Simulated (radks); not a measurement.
**Ba²⁺ in [Kr] 4d10 5s1 5p6 6p1: an all-electron calculation**

Aim: the levels, the sizes of the orbitals and the parts of the energy of the barium ion Ba2+.

Program: radks (a radial shooting solver on a logarithmic mesh, Libxc functionals) version 1. Level of theory: scalar-relativistic Kohn-Sham, PBEsol, spin-polarised, spherical densities, point nucleus; open shells are filled with parallel spins first. These are calculated values, not measurements, unless marked.

### Step 1. What is computed

* element: barium (Z = 56)
* charge: +2
* electrons: 54
* configuration: [Kr] 4d10 5s1 5p6 6p1

Outer shells as boxes (Hund's rule):

Ba²⁺
```
[Kr] core
4d [↑↓][↑↓][↑↓][↑↓][↑↓]
5s [↑ ]
5p [↑↓][↑↓][↑↓]
6p [↑ ][  ][  ]
```

### Step 2. The run

Input:

```text
Z 56
configuration [Kr] 4d10 5s1 5p6 6p1 6s0 5d0 7p0
relativity scalar-relativistic
functional pbe_sol,pbe_sol
spin polarised
nucleus point
c 137.035999084
```

Q: Predict the outcome of this run.

**Answer**, as computed:

```
                        quantity                   value
                    total energy      -8130.3896 hartree
exchange-correlation share of it                  2.38 %
                            −T/E                  1.0556
          highest occupied level       6p up, -11.596 eV
    most extended occupied level  6p up, <r> = 4.42 bohr
 radius at density 0.001 e/bohr³               4.81 bohr
    maxima of the radial density                       4
```

**Reading.** The radial density shows 4 maxima for 6 occupied principal shells; where shells overlap, one shows as a shoulder or not at all. −T/E is 1.056: with relativity the kinetic term as defined here no longer equals −E. This is not the tabulated ground configuration, so its levels and sizes aren't those of the ground state, and no measured value stands beside it.
